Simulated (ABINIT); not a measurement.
The system is NbTe.

```
CELL_PARAMETERS angstrom
3.70297 0.00000 0.00000
-1.85149 3.20687 0.00000
0.00000 0.00000 3.69421
ATOMIC_POSITIONS crystal
Te 0.66667 0.33333 0.00000
Nb 0.00000 0.00000 0.50000
```

The cell comes from a database or a generator and needn't be the stable form of this composition.

- Program: ABINIT 10.8.3 (patched build)
- Task: relaxation of cell and atoms
- Functional: PBE
- Dispersion: D3
- Potentials or basis: JTH PAW PBE v2.0
- Cutoff: 435 eV
- k mesh: 8 × 8 × 7
- Occupations: fermi-dirac, width 0.05 eV
- Spin: no spin polarisation

At the start: pressure -3.3 GPa; volume 21.93 Å³/atom.

Question: Where does the relaxation end?

Answer: Over 5 steps the energy falls by 7.5 meV/atom and the volume is 21.28 Å³/atom (-3.0 %); space group P-6m2 (No. 187, to 0.05 Å).

Step by step:
```csv
step,energy change (eV),largest force (eV/Å),pressure (GPa),volume (Å³)
1,0.0000,0.0000,-3.31,43.87
2,-0.0074,0.0000,-2.21,43.44
3,-0.0139,0.0000,0.15,42.60
4,-0.0138,0.0000,0.10,42.60
5,-0.0150,0.0000,-0.03,42.56
```

Final structure:
```
Te Nb
1.0
     3.64714    0.00000    0.00000
    -1.82357    3.15852    0.00000
     0.00000    0.00000    3.69452
Te Nb
1 1
Direct
  0.66667 0.33333 0.00000
  0.00000 0.00000 0.50000
```

Caveat: the log and the count of SCF iterations are those of the last ABINIT call alone; pairwise dispersion overbinds metals, which lowers pressure and volume.
